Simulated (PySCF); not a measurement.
Crystal: BOH3, in a box.

```
B O H
1.0
    11.00000    0.00000    0.00000
     0.00000   12.00000    0.00000
     0.00000    0.00000   12.00000
B O H
1 1 3
Direct
  0.47814 0.45959 0.51115
  0.53633 0.55580 0.53375
  0.42417 0.41686 0.58641
  0.48141 0.41991 0.41925
  0.57820 0.58664 0.47062
```

Program: PySCF 2.14.0. Alike in all runs: task atomic charges; potentials or basis 6-31g* (all-electron); no spin polarisation; cell as given; k mesh 1 × 1 × 1; smearing fixed.

Order these runs on this cell by their band gap on the k mesh, lowest first.
A. level TPSSh+D4; three-body dispersion term yes
B. level PBEsol0
C. level r2SCAN50+D4; three-body dispersion term yes
D. level B3PW91+D3(BJ); three-body dispersion term no

A (7.70 eV), D (8.38 eV), B (8.74 eV), C (11.63 eV).

Caveats: this is a molecule in a periodic box at the Γ point, so its band gap is the HOMO-LUMO gap; the basis of atomic orbitals isn't converged, which shifts pressures, moduli and gaps.

A k mesh can miss the band edges.

Not every run made on this cell is shown here.
